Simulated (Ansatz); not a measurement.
# Te2Mo: the cost of one run

Program: Ansatz 0.2.0. Level of theory: DFT LDA, scalar-relativistic, plane waves, PAW. These are calculated values, not measurements.

1 further run of the same task is left out (set aside as unsound or not needed).

### Step 1. The structure to begin with

Symmetry: P-6m2, No. 187, hexagonal system. Conventional cell: a = 3.467 Å, b = 3.467 Å, c = 17.521 Å, α = 90.00°, β = 90.00°, γ = 120.00°. Te (site symmetry 3m) has 3 Mo at 2.69 Å as nearest neighbours. Mo (site symmetry -6m2) is surrounded by 6 Te at 2.69 Å.

As a file:

```cif
data_structure
_symmetry_space_group_name_H-M 'P-6m2'
_symmetry_Int_Tables_number 187
_cell_length_a 3.4666
_cell_length_b 3.4666
_cell_length_c 17.5209
_cell_angle_alpha 90.000
_cell_angle_beta 90.000
_cell_angle_gamma 120.000
_cell_volume 182.35
loop_
_atom_site_label
_atom_site_type_symbol
_atom_site_symmetry_multiplicity
_atom_site_Wyckoff_symbol
_atom_site_fract_x
_atom_site_fract_y
_atom_site_fract_z
_atom_site_occupancy
Te1 Te 2 h 0.33333 0.66667 0.89754 1
Mo1 Mo 1 a 0.00000 0.00000 0.00000 1
```

It goes back to an entry of the Materials Project, which need not be the stable form.

This cell was relaxed beforehand with the same method: volume 60.78 Å³/atom, gap on the mesh 1.24 eV.

### Step 2. What is varied

The energy is mapped over the lattice constants a and c of the conventional cell.

The axes are (1) lattice constant a (and b): 5 values from 3.293 to 3.640 Å; (2) lattice constant c: 5 values from 16.64 to 18.40 Å.

Nothing else is relaxed (fractional coordinates fixed). Energies count from the relaxed crystal. Points are written as (first, second).

### Step 3. Point (3.293 Å, 16.64 Å)

File input.yaml:

```yaml
crystal:
  lattice:
    - [3.2933, 0.0, 0.0]
    - [-1.64665, 2.8520814623, 0.0]
    - [0.0, 0.0, 16.6449]
  atoms:
    - { symbol: Te, position: [0.3333333333, 0.6666666667, 0.897543608] }
    - { symbol: Te, position: [0.3333333333, 0.6666666667, 0.102456392] }
    - { symbol: Mo, position: [0.0, 0.0, 0.0] }
basis:
  ecutwfc: 420
kpoints:
  mp_grid: { grid: [9, 9, 2] }
hamiltonian:
  xc: lda
  pseudopotentials: { kind: paw, azcp: { folder: soft_1 } }
scf:
  occupations: { method: gaussian, width: 0.05 }
output:
  forces: true
  stress: true
  eigenvalues: true
```

Started as:

```bash
$ ansatz run input.yaml --threads 1 --pin off --max-ram 2048MiB --backend cpu --events-out ev --progress --plain --runs-dir out
```

Q: Estimate wall time and peak memory on 1 thread of Arm Neoverse N1, shared host.

About 15 s, with a peak of 0.36 GiB.
